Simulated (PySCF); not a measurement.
**Solver options tried on GaBr**

Do solver options change the result for GaBr, or only the number of cycles?

Program: PySCF 2.14.0. Level of theory: each script names its method and basis. These are calculated values, not measurements.

2 further runs of the same task are left out: 2 that didn't finish.

### 1 Where the work starts

GaBr: 2 atoms, charge 0, spin multiplicity 1.

Bond lengths: Ga1–Br2 2.320 Å.

### 2 Base script

input.py

```python
from pyscf import gto, scf, mp

mol = gto.M(
    atom='Ga 0 0 0; Br 0 0 2.32',
    basis='6-31g',
    charge=0,
    spin=0,
    verbose=3,
)
mf = scf.UHF(mol)
mf = mf.density_fit(auxbasis='def2-universal-jkfit')
mf.kernel()
mp.MP2(mf).kernel()
mf.dip_moment()
print('orbital energies (hartree):', [e[max(0, n-3):n+3].round(4) for e, n in zip(mf.mo_energy, mol.nelec)])
```

Started as:

```bash
OMP_NUM_THREADS=1 python input.py
```

Its log is not repeated here.

In short: E(SCF) = -4495.034920 Eh, E(MP2) − E(SCF) = -0.41267 Eh, μ = 3.13 D (of the SCF density).

The bond length is a typed value, not an optimised one.

### 3 Level shift 0.5 hartree

Edit 1 changes level shift: none → 0.5 hartree.

input.py

```python
from pyscf import gto, scf, mp

mol = gto.M(
    atom='Ga 0 0 0; Br 0 0 2.32',
    basis='6-31g',
    charge=0,
    spin=0,
    verbose=3,
)
mf = scf.UHF(mol)
mf = mf.density_fit(auxbasis='def2-universal-jkfit')
mf.level_shift = 0.5
mf.kernel()
mp.MP2(mf).kernel()
mf.dip_moment()
print('orbital energies (hartree):', [e[max(0, n-3):n+3].round(4) for e, n in zip(mf.mo_energy, mol.nelec)])
```

Started as:

```bash
OMP_NUM_THREADS=1 python input.py
```

### 4 Convergence threshold 1e-05 hartree

Edit 2 changes convergence threshold: default → 1e-05 hartree.

Changes to input.py since step 2:

```diff
@@ -11,2 +11,3 @@
 mf = mf.density_fit(auxbasis='def2-universal-jkfit')
+mf.conv_tol = 1e-05
 mf.kernel()
```

### 5 Damping 0.95

Edit 3 changes damping: none → 0.95.

Changes to input.py since step 2:

```diff
@@ -11,2 +11,4 @@
 mf = mf.density_fit(auxbasis='def2-universal-jkfit')
+mf.damp = 0.95
+mf.diis_start_cycle = 8
 mf.kernel()
```

### 6 Initial guess sap

Edit 4 changes initial guess: minao → sap.

Changes to input.py since step 2:

```diff
@@ -11,2 +11,3 @@
 mf = mf.density_fit(auxbasis='def2-universal-jkfit')
+mf.init_guess = 'sap'
 mf.kernel()
```

### 7 Second-order solver on

Edit 5 changes second-order solver: off → on.

Changes to input.py since step 2:

```diff
@@ -11,2 +11,3 @@
 mf = mf.density_fit(auxbasis='def2-universal-jkfit')
+mf = mf.newton()
 mf.kernel()
```

Before running it: what results should come out? Wanted: for each run, E(SCF); from base; gap; SCF dipole; after the SCF.

**Answer**, as computed:

```
                                run  E(SCF) (hartree)  from base (eV)  gap (eV)  SCF dipole (D)               after the SCF
                               base      -4495.034920               0      9.83            3.13  MP2 correlation -11.229 eV
            level shift 0.5 hartree      -4495.034920          0.0000      9.83            3.13  MP2 correlation -11.229 eV
convergence threshold 1e-05 hartree      -4495.034920          0.0000      9.83            3.13  MP2 correlation -11.229 eV
                       damping 0.95      -4495.034920          0.0000      9.83            3.13  MP2 correlation -11.229 eV
                  initial guess sap      -4495.034920          0.0000      9.83            3.13  MP2 correlation -11.229 eV
             second-order solver on      -4495.034920          0.0000      9.83            3.13  MP2 correlation -11.229 eV
```

**Reading.** No change of the SCF energy comes from level shift 0.5 hartree or convergence threshold 1e-05 hartree or damping 0.95 or initial guess sap or second-order solver on.
